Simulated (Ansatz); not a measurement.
# IrF2: a trial structure relaxed

Aim: relax IrF2 from this start, rutile type (P4_2/mnm, No. 136), and see where it ends.

Program: Ansatz 0.2.0. Level of theory: DFT PBE, scalar-relativistic, plane waves, PAW. These are calculated values, not measurements.

## 1. The system as given

The structure is tetragonal, space group P4_2/mnm (No. 136). The conventional cell has a = 4.853 Å, b = 4.853 Å, c = 3.126 Å, α = 90.00°, β = 90.00°, γ = 90.00°. Ir (site symmetry mmm) has 6 F at 2.05 to 2.10 Å as nearest neighbours. F (site symmetry m2m) is surrounded by 3 Ir at 2.05 to 2.10 Å.

Structure file:

```xyz
6
Lattice="4.8534 0.0000 0.0000 0.0000 4.8534 0.0000 0.0000 0.0000 3.1261" Properties=species:S:1:pos:R:3 pbc="T T T"
Ir    0.0000    0.0000    0.0000
Ir    2.4267    2.4267    1.5630
F     1.4851    1.4851    0.0000
F     0.9416    3.9118    1.5630
F     3.3683    3.3683    0.0000
F     3.9118    0.9416    1.5630
```

(A quick probe on a coarse mesh, which set the mesh and smearing, is not shown.)

## 3. Coarse relaxation

input.yaml

```yaml
crystal:
  lattice:
    - [4.8534097692, 0.0, 0.0]
    - [0.0, 4.8534097692, 0.0]
    - [0.0, 0.0, 3.1260860921]
  atoms:
    - { symbol: Ir, position: [0.0, 0.0, 0.0] }
    - { symbol: Ir, position: [0.5, 0.5, 0.5] }
    - { symbol: F, position: [0.306, 0.306, 0.0] }
    - { symbol: F, position: [0.194, 0.806, 0.5] }
    - { symbol: F, position: [0.694, 0.694, 0.0] }
    - { symbol: F, position: [0.806, 0.194, 0.5] }
basis:
  ecutwfc: 420
kpoints:
  mp_grid: { grid: [4, 4, 6] }
hamiltonian:
  xc: pbe
scf:
  occupations: { method: gaussian, width: 0.1 }
  lower_state_search: "off"
output:
  forces: true
  stress: true
  eigenvalues: true
relax:
  adjacent_minimum: "off"
  f_tol: 0.04
  max_steps: 70
  cell: { stress_tol: 0.4 }
```

Command:

```
$ ansatz run input.yaml --threads 1 --pin off --max-ram 2560MiB --backend cpu --events-out ev --progress --plain --runs-dir out
```

The session goes on with these runs: the relaxation.

**Question.** What will these runs give?

As calculated:

Formation energies count from the elements, computed with the same settings in runs not shown here.

```
                          quantity                                                                      value
                              cell  a = 4.709 Å, b = 4.709 Å, c = 3.673 Å, α = 90.00°, β = 90.00°, γ = 90.00°
                       space group                                                         P4_2/mnm (No. 136)
                            volume                                                              13.57 Å³/atom
                   gap on the mesh                                                               none (metal)
formation energy from the elements                                                             -0.394 eV/atom
```

In words: The space group stayed P4_2/mnm, and from the first guess the volume went from 12.27 to 13.57 Å³/atom. With -0.39 eV/atom it lies under the elements, which doesn't yet make it stable against other compounds of them. The runs treat Ir without spin-orbit coupling. A spin-polarised run here lost its starting moments, which speaks against magnetism, though one start doesn't rule it out.
